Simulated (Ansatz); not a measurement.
# Ge2H2+ (doublet): from Hartree-Fock to the top rungs, cc-pVDZ

The task here is to estimate one member of a computed series from the others.

The runs use Ansatz 0.2.0, Gaussian basis; cc-pVDZ, core rule «outside noble gas», up to 28 orbitals frozen.

Plan: UHF; CCSD(T) on ROHF; CCSD(T) on UHF; BCCD(T) on ROHF; CISD; CCSDT(Q) on ROHF; CCSDT(Q) on UHF; CASSCF and MRCISD+Q, 9 electrons in 10 orbitals; CASSCF and NEVPT2, 9 electrons in 10 orbitals.

16 further runs of the same task are left out: 6 that didn't finish, 10 set aside as unsound or not needed.

### The geometry

The geometry is a PBE0/def2-TZVP stationary point (not a proven minimum) of the parent state, kept for this charge and spin. No spin-orbit coupling is included. The filled d shell of Ge may be among the frozen orbitals whatever the setting's name suggests; the logs give the count.

4 atoms, charge 1, spin multiplicity 2.

Atoms are counted from 1 here; the program's logs count them from 0.

Bond lengths: Ge1–Ge2 2.289 Å, Ge1–H3 1.538 Å, Ge1–H4 1.538 Å. Angles: Ge2–Ge1–H3 124.9°, Ge2–Ge1–H4 124.9°, H3–Ge1–H4 110.3°.

Set-up of the first run:

Input file in.yaml:

```yaml
crystal:
  periodic: [false, false, false]
  atoms:
    - {symbol: Ge, position_ang: [0.000000, 0.000000, 1.116883]}
    - {symbol: Ge, position_ang: [0.000000, 0.000000, -1.172282]}
    - {symbol: H, position_ang: [0.000000, 1.262069, 1.996235]}
    - {symbol: H, position_ang: [0.000000, -1.262069, 1.996235]}
basis:
  gaussian: {orbitals: cc-pVDZ}
total_charge: 1
magnetization: {spin_polarized: true, initial_magnetization: 1}
hamiltonian: {xc: hf}
output: {orbitals: {seedname: orbitals}}
```

Run with:

```sh
$ ansatz run in.yaml --threads 1 --pin off --events-out ev --progress --plain --max-ram 2393MiB
```

Among the steps run: UHF; CCSD(T) on ROHF; CCSD(T) on UHF; BCCD(T) on ROHF; CISD; CCSDT(Q) on ROHF; CCSDT(Q) on UHF; CASSCF and MRCISD+Q, 9 electrons in 10 orbitals; CASSCF and NEVPT2, 9 electrons in 10 orbitals.

One table of the session follows, with a row left open; its other results are not shown here.

| method | from UCCSDT(Q) (meV) |
| --- | --- |
| ROHF | +4697.4 |
| UHF | +4639.7 |
| RMP2 | +1151.8 |
| UMP2 | +1156.5 |
| CISD | +497.0 |
| RCCSD | +174.2 |
| UCCSD | +170.7 |
| RCCSD(T) | +41.4 |
| UCCSD(T) | +39.7 |
| BCCD(T) | +40.8 |
| RCCSDT | +8.4 |
| UCCSDT | +6.5 |
| RCCSDT(Q) | +2.1 |
| UCCSDT(Q) | 0 |
| CASSCF valence | +2591.7 |
| NEVPT2 valence | ? |
| MRCISD valence | +152.6 |
| MRCISD+Q valence | +14.1 |

**Question.** Estimate the row for NEVPT2 valence.

As computed: from UCCSDT(Q) (meV): +690.1. In the column «from UCCSDT(Q) (meV)» it lies between CISD (+497.0) and RMP2 (+1151.8).

Among the levels timed on like hardware and quicker than the yardstick, those that no quicker one beats, quickest first: CISD (4.9 s, +497.0 meV); BCCD(T) (13 s, +40.8 meV); MRCISD+Q valence (16 s, +14.1 meV); RCCSDT(Q) (26 s, +2.1 meV).

Limits of these values: Of the multireference levels listed MRCISD+Q valence comes nearest in total energy (+14.1 meV), which doesn't show that its space is the better one. Restricted and unrestricted rows rest on different reference determinants; where their highest levels disagree by more than a few hundredths of an eV, they describe different states and don't form one ladder.
